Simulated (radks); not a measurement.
**K⁺ in [Ar]: an all-electron calculation**

One table from this session's results is given with a row withheld; the runs are named, their logs left out.

Program: radks (a radial shooting solver on a logarithmic mesh, Libxc functionals) version 1. Level of theory: scalar-relativistic Kohn-Sham, exchange-only PBE, spin-unpolarised, spherical densities, point nucleus. These are calculated values, not measurements, unless marked.

## Starting point

```
element       : potassium (Z = 19)
charge        : +1
electrons     : 18
configuration : [Ar]
```

Outer shells as boxes (Hund's rule):

K⁺
```
[Ne] core
3s [↑↓]
3p [↑↓][↑↓][↑↓]
```

The first run:

Input:

```text
Z 19
configuration [Ar] 4s0 3d0 4p0 4f0
relativity scalar-relativistic
functional pbe,
spin unpolarised
nucleus point
c 137.035999084
```

One table of the session follows, with a row left open; its other results are not shown here.

It belongs to the step «Shells». Radial moments (bohr):

| level | <r> | outermost maximum (interpolated) | 90 % within | nodes |
| --- | --- | --- | --- | --- |
| 1s | 0.08105 | 0.0530 | 0.145 | 0 |
| 2s | 0.3878 | 0.318 | 0.605 | 1 |
| 2p | ? | ? | ? | ? |
| 3s | 1.268 | 1.08 | 1.91 | 2 |
| 3p | 1.435 | 1.15 | 2.24 | 1 |

**Question.** Estimate the row for 2p.

**Answer.** <r>: 0.3506; outermost maximum (interpolated): 0.263; 90 % within: 0.580; nodes: 0. In the column «<r>» it lies between 1s (0.08105) and 2s (0.3878).
